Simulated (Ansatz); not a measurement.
# BeB2P3: the cost of one run

Program: Ansatz 0.2.0. Level of theory: DFT PBE, scalar-relativistic, plane waves, PAW. These are calculated values, not measurements.

### 1 Starting point

The structure is monoclinic, space group C2 (No. 5). Conventional cell: a = 3.636 Å, b = 6.400 Å, c = 7.014 Å, α = 90.00°, β = 91.57°, γ = 90.00°. Around Be (site symmetry 2) lie 3 P at 2.02 to 2.32 Å and 4 B at 2.50 to 2.70 Å. B (site symmetry 1) is surrounded by 2 Be at 2.50 to 2.70 Å and 1 P at 2.54 Å. P (site symmetry 2) is surrounded by 3 P at 2.02 to 2.17 Å. P (site symmetry 2) is surrounded by 3 Be at 2.02 to 2.32 Å.

As a file:

```cif
data_structure
_symmetry_space_group_name_H-M 'P 1'
_symmetry_Int_Tables_number 1
_cell_length_a 3.6803
_cell_length_b 3.6803
_cell_length_c 7.0138
_cell_angle_alpha 90.776
_cell_angle_beta 90.776
_cell_angle_gamma 120.795
_cell_volume 81.58
loop_
_atom_site_label
_atom_site_type_symbol
_atom_site_fract_x
_atom_site_fract_y
_atom_site_fract_z
_atom_site_occupancy
Be1 Be 0.65627 0.34373 0.00000 1
B1 B 0.25034 0.59127 0.23889 1
B2 B 0.40873 0.74966 0.76111 1
P1 P 0.67552 0.32448 0.50000 1
P2 P 0.01834 0.98166 0.00000 1
P3 P 0.99080 0.00920 0.50000 1
```

The cell is invented: Ce2Si3Ni type (P-6m2) distorted into a subgroup (C2, No. 5). The dimensions are guesses.

### 2 A first look at the guess

The input, input.yaml:

```yaml
crystal:
  lattice:
    - [1.81800336, -3.19997049, 0.0]
    - [1.81800336, 3.19997049, 0.0]
    - [-0.19231986, 0.0, 7.01112689]
  atoms:
    - { symbol: Be, position: [0.65627092, 0.34372908, 0.0] }
    - { symbol: B, position: [0.25033719, 0.59126927, 0.23888595] }
    - { symbol: B, position: [0.40873073, 0.74966281, 0.76111405] }
    - { symbol: P, position: [0.67552169, 0.32447831, 0.5] }
    - { symbol: P, position: [0.01834239, 0.98165761, 0.0] }
    - { symbol: P, position: [0.99079708, 0.00920292, 0.5] }
basis:
  ecutwfc: 420
kpoints:
  mp_grid: { grid: [6, 6, 4] }
hamiltonian:
  xc: pbe
scf:
  occupations: { method: gaussian, width: 0.1 }
  lower_state_search: "off"
output:
  forces: true
  stress: true
  eigenvalues: true
```

The run is started by

```
> ansatz run input.yaml --threads 1 --pin off --max-ram 2560MiB --backend cpu --events-out ev --progress --plain --runs-dir out
```

**Question.** How long does this run take on 1 thread of Intel Xeon at 2.50GHz (Skylake/Cascade Lake), shared host, and how much memory does it need?

About 12 s, with a peak of 0.35 GiB.
